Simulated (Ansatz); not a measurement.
# MoPt: the cost of one run

Program: Ansatz 0.2.0. Level of theory: DFT r²SCAN, scalar-relativistic, plane waves, PAW. These are calculated values, not measurements.

6 further runs of the same task are left out: 6 set aside as unsound or not needed.

## (1) The starting structure

Symmetry: Pmma, No. 51, orthorhombic system. Conventional cell: a = 4.477 Å, b = 2.734 Å, c = 4.958 Å, α = 90.00°, β = 90.00°, γ = 90.00°. Mo (site symmetry mm2) has 4 Mo at 2.73 to 2.75 Å and 8 Pt at 2.76 to 2.84 Å in its first shell of neighbours. Pt (site symmetry mm2) has 4 Pt at 2.73 to 2.76 Å and 8 Mo at 2.76 to 2.84 Å in its first shell of neighbours.

Structure file:

```
CELL_PARAMETERS angstrom
4.47661 0.00000 0.00000
0.00000 2.73373 0.00000
0.00000 0.00000 4.95840
ATOMIC_POSITIONS crystal
Mo 0.25000 0.00000 0.16175
Mo 0.75000 0.00000 0.83825
Pt 0.25000 0.50000 0.66273
Pt 0.75000 0.50000 0.33727
```

The cell is the database one, not relaxed. An earlier run on this cell at r²SCAN gave -0.91 GPa at 15.170 Å³/atom (8×12×8 mesh), no gap.

## (2) Bands on a fine mesh, Fermi surface

Contents of input.yaml:

```yaml
crystal:
  lattice:
    - [4.4766142177, 0.0, 0.0]
    - [0.0, 2.733734545, 0.0]
    - [0.0, 0.0, 4.958401711]
  atoms:
    - { symbol: Mo, position: [0.25, 0.0, 0.16175037] }
    - { symbol: Mo, position: [0.75, 0.0, 0.83824963] }
    - { symbol: Pt, position: [0.25, 0.5, 0.66272895] }
    - { symbol: Pt, position: [0.75, 0.5, 0.33727105] }
basis:
  ecutwfc: 500
  ecutrho_ratio: 4
kpoints:
  mp_grid: { grid: [8, 12, 8] }
hamiltonian:
  xc: r2scan
scf:
  occupations: { method: gaussian, width: 0.05 }
output:
  forces: true
  stress: true
  eigenvalues: true
  eigenstates:
    nscf_kmesh: { grid: [10, 16, 10] }
    de_dk: true
    e_range: [-2.5, 2.5]
  write_density: true
  write_potential: true
  elf: true
  volumetric_format: npy
```

The run is started by

```console
> ansatz run input.yaml --threads 4 --pin off --max-ram 9216MiB --backend cpu --events-out ev --progress --plain --runs-dir out
```

What time and memory should one allow on 4 threads of Arm Neoverse V2, shared host?

About 27 s, with a peak of 0.97 GiB.
